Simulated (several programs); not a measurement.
Al₄BiSb₃ (ordering on zincblende): methods side by side

An ordered 8-atom cell of Al₄BiSb₃ on the zincblende lattice (I-42m), relaxed with r2SCAN in Ansatz, was computed with several methods. Space group I-42m (No. 121), tetragonal; a = 6.222 Å, c = 12.445 Å in the conventional setting, 30.12 Å³ an atom. Sb is surrounded by 4 Al at 2.68 Å; Al is surrounded by 3 Sb at 2.67–2.68 Å and 1 Bi at 2.74 Å; Sb is surrounded by 4 Al at 2.67 Å; Bi is surrounded by 4 Al at 2.74 Å. The calculation is spin-unpolarised, and the structure need not be a phase that has been made.

```
Sb Al Bi
1.0
    -3.11118    3.11118    6.22263
     3.11118   -3.11118    6.22263
     3.11118    3.11118   -6.22263
Sb Al Bi
3 4 1
Direct
  0.25000 0.75000 0.50000
  0.50000 0.50000 0.00000
  0.75000 0.25000 0.50000
  0.87214 0.38111 0.00000
  0.12786 0.12786 0.50897
  0.38111 0.87214 0.00000
  0.61889 0.61889 0.49103
  0.00000 0.00000 0.00000
```

Gaps and times are for a single point on this cell; volume and bulk modulus come from each method's own relaxation or energy curve at fixed shape, which is too stiff where a cell has free coordinates or axes. Times are rough, from shared hosts (Arm Neoverse V1; NVIDIA H100 80GB HBM3), and each method has its own mesh and cell size. A dagger marks a closed or tiny gap in a crystal that DFT finds insulating: a failure of the method or a wrong SCF state. A double dagger marks a value from a curve with shape and coordinates held. GFN1-xTB (tblite) treats a cluster of cells at its zone centre, which samples few k points: where these miss a band edge, the gap comes out too large for that reason alone. Gaps from k meshes are read at a limited set of points (mesh, symmetry points, PBE's band edges), so each method's own least gap may be somewhat smaller. xTB and the PM methods were fitted mostly to molecules, and can miss a solid's gap by electronvolts. Minimal bases can be far off for gaps. Times of the plane-wave rungs are withheld (a dash), since they come from other jobs, hosts and meshes; the meshes of hybrids and Hartree-Fock don't converge their gaps to the digits shown. GLLB-SC's gap includes the derivative discontinuity. d marks a direct gap, i an indirect one (no mark: not told apart), a dash a value that wasn't computed or didn't pass its checks.

```tsv
method	kind	gap (eV)	own volume (Å³/atom)	bulk modulus (GPa)	atoms computed	processor time
light PBE (260 eV, its own mesh)	light plane-wave	0.89 d	–	–	8	5 s
GFN1-xTB (tblite)	tight binding	0.00†	28.11‡	59‡	cluster	5.4 s
PBE+SOC	semilocal	0.67 d	–	–	8	–
PBE/SZV (CP2K)	small basis	1.21 d	31.21‡	52‡	8	25 s
PBE	semilocal	0.97 d	30.88	47‡	8	–
PBE/DZVP (CP2K)	small basis	1.00 i	30.99‡	47‡	8	61 s
r2SCAN	semilocal	1.29 i	30.12	53‡	8	–
PBE0	hybrid	2.15 i	–	–	8	–
HSE06	hybrid	1.55 i	–	–	8	–
GLLB-SC (GPAW)	model potential	1.74	–	–	8	3.6 min
```

Against HSE06 (1.55 eV) and with closed or daggered gaps left aside, the nearest gap at the points sampled is that of GLLB-SC (GPAW) (+0.19 eV) and the farthest that of PBE+SOC (-0.87 eV). HSE06 is only a yardstick of convenience, and nearness to it can be luck.

Volumes against r2SCAN's: PBE +2.5 %.

Runs without a result: GFN2-xTB (tblite) (single point), PM7 (MOPAC) (single point, out of time).

Only the rows marked +SOC include spin-orbit coupling.
